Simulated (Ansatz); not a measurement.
**Manganese, dhcp under r²SCAN: ground state and equation of state**

Aim: take manganese in the dhcp structure, relax it, solve it on a dense k-mesh, then scale the cell to 7 volumes from 88 to 112 % of the relaxed one and try a fit of the equation of state. The start is antiferromagnetic (alternate layers). The k-meshes are 14×14×4 for the relaxation; 17×17×5 for the dense run; 14×14×4 for the volumes.

Method: DFT r2SCAN, plane waves (500 eV) with PAW, scalar-relativistic; the PAW data stem from PBE, with regenerated cores, in Ansatz 0.2.0.

## 1. The system as given

It takes space group P6_3/mmc (No. 194, hexagonal). The conventional cell has a = 2.552 Å, b = 2.552 Å, c = 8.334 Å, α = 90.00°, β = 90.00°, γ = 120.00°. Around Mn (site symmetry -3m) lie 12 Mn at 2.55 Å. Mn (site symmetry -6m2) is surrounded by 12 Mn at 2.55 Å.

As a file:

```cif
data_structure
_symmetry_space_group_name_H-M 'P6_3/mmc'
_symmetry_Int_Tables_number 194
_cell_length_a 2.5518
_cell_length_b 2.5518
_cell_length_c 8.3341
_cell_angle_alpha 90.000
_cell_angle_beta 90.000
_cell_angle_gamma 120.000
_cell_volume 47.00
loop_
_atom_site_label
_atom_site_type_symbol
_atom_site_symmetry_multiplicity
_atom_site_Wyckoff_symbol
_atom_site_fract_x
_atom_site_fract_y
_atom_site_fract_z
_atom_site_occupancy
Mn1 Mn 2 a 0.00000 0.00000 0.00000 1
Mn2 Mn 2 c 0.33333 0.66667 0.25000 1
```

Starting moments (μB): +3 ×2, -3 ×2.

## 2. Relaxation of the cell

The input, input.yaml:

```yaml
crystal:
  lattice:
    - [2.5517868831, 0.0, 0.0]
    - [-1.2758934415, 2.2099122658, 0.0]
    - [0.0, 0.0, 8.3341359602]
  atoms:
    - { symbol: Mn, position: [0.0, 0.0, 0.0], spin: 3.0 }
    - { symbol: Mn, position: [0.0, 0.0, 0.5], spin: 3.0 }
    - { symbol: Mn, position: [0.3333333333, 0.6666666667, 0.25], spin: -3.0 }
    - { symbol: Mn, position: [0.6666666667, 0.3333333333, 0.75], spin: -3.0 }
hamiltonian:
  xc: r2scan
  pseudopotentials:
    kind: paw
    azcp:
      Mn: "pseudopotentials/Mn.paw.azcp"
basis:
  ecutwfc: 500
  fft_grid_basis: typed
kpoints:
  mp_grid: { grid: [14, 14, 4], shift: [0, 0, 0] }
magnetization:
  spin_polarized: true
scf:
  occupations: { method: fermi_dirac, width: 0.05 }
relax:
  max_steps: 60
  f_tol: 0.01
  cell: {}
```

Launch:

```console
$ ansatz run input.yaml --threads 1 --pin off --max-ram 3584MiB --backend cpu --events-out ev --progress --plain --runs-dir out
```

After this run come: The energy on a finer k-mesh; Volume × 0.88; Volume × 0.92; Volume × 0.96; Volume × 1.0; Volume × 1.04; Volume × 1.08; Volume × 1.12.

Before running it: what results should come out? Wanted: space group; conventional cell; volume; shortest distance; gap on the mesh; magnetic state; relative to alpha-Mn; V₀, B₀, B₀′.

**Answer**, as computed:

| quantity | value |
| --- | --- |
| space group (spins left aside) | P6_3/mmc (No. 194) |
| conventional cell | a = 2.826 Å, c = 8.525 Å (c/a = 3.016) |
| volume | 14.744 Å³/atom |
| shortest distance | 2.684 Å |
| gap on the mesh | none (levels filled in part) |
| magnetic state | antiferromagnetic, up to 3.69 μB per atom |
| relative to alpha-Mn (A12), ferrimagnetic | +26 meV/atom |
| V₀, B₀, B₀′ | 14.758 Å³/atom, 70 GPa, 3.3 |

From the guessed start the volume grew by 25.5 % in 9 steps. It lies 26 meV/atom above the element's reference form at the same level (alpha-Mn (A12), ferrimagnetic, from a run of its own). It ends antiferromagnetic, with up to 3.69 μB per atom. No gap shows: it is a metal or semimetal at this level. The moment runs from 3.32 to 3.95 μB across the volumes, and this change enters B₀ and B₀′. The fitted modulus is 70 GPa; letting shape and positions relax at each volume could only lower it. Relaxation kept the symmetry; phonons were not checked.
